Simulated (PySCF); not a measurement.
# Sn²⁺: the SCF solver's settings

Aim: find out which solver settings change the answer for Sn²⁺.

The runs use PySCF 2.14.0; method and basis as typed in the scripts.

5 further runs of the same task are left out: 1 for a known fault of the program, 4 that didn't finish.

## (1) The atom

Sn²⁺: 1 atom, charge 2, spin multiplicity 1.

## (2) The base run

Input file input.py:

```python
from pyscf import gto, scf, mp

mol = gto.M(
    atom='Sn 0 0 0',
    basis='def2-svp',
    ecp={'Sn': 'def2-svp'},
    charge=2,
    spin=0,
    symmetry=True,
    verbose=3,
)
mf = scf.UHF(mol)
mf.kernel()
mp.MP2(mf, frozen=4).kernel()
mf.dip_moment()
print('orbital energies (hartree):', [e[max(0, n-3):n+3].round(4) for e, n in zip(mf.mo_energy, mol.nelec)])
```

Command:

```sh
> OMP_NUM_THREADS=1 python input.py
```

Its log is not repeated here.

It gives: E(SCF) = -212.580155 Eh, E(MP2) − E(SCF) = -0.03900 Eh.

## (3) Initial guess random

Edit 1 changes initial guess: minao → random.

Input file input.py:

```python
from pyscf import gto, scf, mp

mol = gto.M(
    atom='Sn 0 0 0',
    basis='def2-svp',
    ecp={'Sn': 'def2-svp'},
    charge=2,
    spin=0,
    symmetry=True,
    verbose=3,
)
mf = scf.UHF(mol)
mf.init_guess = 'random'
mf.kernel()
mp.MP2(mf, frozen=4).kernel()
mf.dip_moment()
print('orbital energies (hartree):', [e[max(0, n-3):n+3].round(4) for e, n in zip(mf.mo_energy, mol.nelec)])
```

Command:

```sh
> OMP_NUM_THREADS=1 python input.py
```

## (4) Second-order solver on

Edit 2 changes second-order solver: off → on.

Changes to input.py since step 2:

```diff
@@ -12,2 +12,3 @@
 mf = scf.UHF(mol)
+mf = mf.newton()
 mf.kernel()
```

## (5) Convergence threshold 1e-11 hartree

Edit 3 changes convergence threshold: default → 1e-11 hartree.

Changes to input.py since step 2:

```diff
@@ -12,2 +12,3 @@
 mf = scf.UHF(mol)
+mf.conv_tol = 1e-11
 mf.kernel()
```

## (6) Smearing width 0.01 hartree

Edit 4 changes smearing width: none → 0.01 hartree; step after the SCF: mp2 → none.

Changes to input.py since step 2:

```diff
@@ -1,2 +1,2 @@
-from pyscf import gto, scf, mp
+from pyscf import gto, scf
 
@@ -12,4 +12,4 @@
 mf = scf.UHF(mol)
+mf = scf.addons.smearing_(mf, sigma=0.01, method='fermi')
 mf.kernel()
-mp.MP2(mf, frozen=4).kernel()
 mf.dip_moment()
```

Q: Predict the outcome of this session. Wanted: for each run, E(SCF); from base; after the SCF.

**Answer**, as computed:

```csv
run,E(SCF) (hartree),from base (eV),after the SCF
base,-212.580155,0,"MP2 correlation -1.061 eV, core frozen"
initial guess random,-212.580155,0.0000,"MP2 correlation -1.061 eV, core frozen"
second-order solver on,-212.580155,0.0000,"MP2 correlation -1.061 eV, core frozen"
convergence threshold 1e-11 hartree,-212.580155,0.0000,"MP2 correlation -1.061 eV, core frozen"
smearing width 0.01 hartree,-212.580155,0.0000,n/a
```

With initial guess random or second-order solver on or convergence threshold 1e-11 hartree or smearing width 0.01 hartree the SCF ends at the base energy. PySCF falls back to minao for a guess that it doesn't know or can't read, so that run repeats the base.
